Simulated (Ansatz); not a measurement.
**Al2H4Cl2: up Jacob's ladder to CCSD(T)**

The task here is to estimate one member of a computed series from the others.

Program: Ansatz 0.2.0, Gaussian basis. Level of theory: functionals in def2-TZVPP, the program's frozen cores in correlated methods. These are calculated values, not measurements.

The runs, in order: LDA (SPW92), PBE-D4, revPBE-D4, BLYP-D4, r2SCAN-D4, B97M-V, PBE0-D4, B3LYP-D4, r2SCANh-D4, r2SCAN0-D4, HSE06-D4, BHLYP-D4, CAM-B3LYP-D4, LC-ωPBE, ωB97X-V, ωB97M-V, B2PLYP, PBE-QIDH; CCSD(T)/def2-SVP; CCSD(T)/def2-TZVPP; MP2/def2-QZVPP; extrapolation to the limit; RPA on PBE.

## The relaxed structure

All runs share one geometry, relaxed beforehand with PBE0-D4 in a triple-zeta def2 set.

SMILES `[AlH2-]1[Cl+][AlH2-][Cl+]1`, 8 atoms, charge 0, spin multiplicity 1.

Atoms are counted from 1 here; the program's logs count them from 0.

Bond lengths: Al1–Cl2 2.300 Å, Al1–Cl4 2.300 Å, Al1–H5 1.573 Å, Al1–H6 1.573 Å, Cl2–Al3 2.300 Å, Al3–Cl4 2.300 Å, Al3–H7 1.573 Å, Al3–H8 1.573 Å. Angles: Cl2–Al1–Cl4 90.8°, Cl2–Al1–H5 108.1°, Cl2–Al1–H6 108.2°, Cl4–Al1–H5 108.1°, Cl4–Al1–H6 108.2°, H5–Al1–H6 127.3°, Al1–Cl2–Al3 89.2°, Cl2–Al3–Cl4 90.8°, Cl2–Al3–H7 108.1°, Cl2–Al3–H8 108.2°, Cl4–Al3–H7 108.1°, Cl4–Al3–H8 108.2°, H7–Al3–H8 127.3°, Al1–Cl4–Al3 89.2°.

The first run:

Contents of in.yaml:

```yaml
crystal:
  periodic: [false, false, false]
  atoms:
    - {symbol: Al, position_ang: [-0.642682, 1.469999, -0.183411]}
    - {symbol: Cl, position_ang: [1.320360, 0.665157, 0.704562]}
    - {symbol: Al, position_ang: [0.642802, -1.469980, 0.183159]}
    - {symbol: Cl, position_ang: [-1.325145, -0.666023, -0.694703]}
    - {symbol: H, position_ang: [-0.304037, 2.211134, -1.528737]}
    - {symbol: H, position_ang: [-1.534523, 1.999521, 0.998998]}
    - {symbol: H, position_ang: [1.532777, -1.989790, -1.004952]}
    - {symbol: H, position_ang: [0.310428, -2.220028, 1.525105]}
basis:
  gaussian: {orbitals: def2-TZVPP}
hamiltonian: {xc: lda}
output: {orbitals: {seedname: orbitals}}
```

Steps of the session up to this table: LDA; PBE-D4 (GGA); revPBE-D4 (GGA); BLYP-D4 (GGA); r2SCAN-D4 (meta-GGA); B97M-V (meta-GGA); PBE0-D4 (hybrid); B3LYP-D4 (hybrid); r2SCANh-D4 (hybrid); r2SCAN0-D4 (hybrid); HSE06-D4 (hybrid); BHLYP-D4 (hybrid); CAM-B3LYP-D4 (range-separated); LC-ωPBE (range-separated); ωB97X-V (range-separated); ωB97M-V (range-separated); B2PLYP (double hybrid); PBE-QIDH (double hybrid).

One of the session's tables, all rows but one given; the rest of the session is left out.

It belongs to the step «Orbital energies across the functionals». 

```
  functional  HOMO (eV)  gap (eV)
 LDA (SPW92)      -7.13      5.15
      PBE-D4      -7.11      5.41
   revPBE-D4      -7.08      5.52
     BLYP-D4      -7.02      5.48
   r2SCAN-D4      -7.44      6.15
      B97M-V      -7.55      6.07
     PBE0-D4      -8.39      7.48
    B3LYP-D4      -8.20      7.11
  r2SCANh-D4      -7.91      6.86
  r2SCAN0-D4      -8.61      7.93
    HSE06-D4      -7.99      6.71
    BHLYP-D4      -9.62      9.53
CAM-B3LYP-D4      -9.78      9.82
     LC-ωPBE     -11.16     12.31
     ωB97X-V     -10.81     11.83
     ωB97M-V          ?         ?
```

Estimate the missing values for ωB97M-V.

The run gave: HOMO (eV): -10.58; gap (eV): 11.30. In the column «HOMO (eV)» it lies between ωB97X-V (-10.81) and CAM-B3LYP-D4 (-9.78).
